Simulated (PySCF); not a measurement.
**Accurate constants of InF, step by step**

What constants does extrapolated CCSD(T) give for InF, and what does each step add?

The runs use PySCF 2.14.0; CCSD(T) on RHF, scalar-relativistic core potentials.

2 further runs of the same task are left out: 2 set aside as unsound or not needed.

### Step 1. Set-up

```
molecule             : InF
state                : singlet, unpaired electrons none
smaller basis        : In cc-pwCVDZ-PP with ECP28, F aug-cc-pVDZ
larger basis         : In cc-pwCVTZ-PP with ECP28, F aug-cc-pVTZ
frozen core orbitals : 5
extrapolation        : correlation as n⁻³ (n = 2, 3), Hartree–Fock as (n+1)·exp(−9√n)
corrections          : core–valence correlation
distances (Å)        : 1.7707, 1.8512, 1.9317, 2.0122, 2.0926, 2.1932, 2.2939
masses (u)           : 114.9039, 18.9984
dissociation limit   : In + F
```

Launch:

```
OMP_NUM_THREADS=4 python comp.py task.json out
```

### Step 2. The runs

**Question.** What will these runs give? Wanted: for each run, Re; ωe; ωexe; αe; De.

The runs gave:

```csv
level,Re (Å),ωe (cm⁻¹),ωexe (cm⁻¹),αe (cm⁻¹),De (eV)
"CCSD(T), smaller basis",2.0072,522.9,2.59,0.00183,5.460
"CCSD(T), larger basis",1.9897,529.7,2.69,0.00190,5.570
HF/CBS,1.9746,549.8,2.91,0.00193,3.701
MP2/CBS,1.9882,525.5,2.67,0.00192,5.960
CCSD/CBS,1.9805,538.2,2.75,0.00191,5.447
CCSD(T)/CBS,1.9860,531.5,2.70,0.00191,5.633
CCSD(T)/CBS+CV,1.9855,531.7,2.70,0.00191,5.641
```

**Reading.** The last step gives Re = 1.9855 Å, ωe = 531.7 cm⁻¹ and De = 5.641 eV; the smaller basis alone is off from it by +21.6 mÅ and -0.18 eV. Near the minimum the mean field binds by 3.69 eV and correlation adds 1.94 eV of binding. T1 is 0.019. Spin–orbit coupling and excitations beyond (T) are left out.
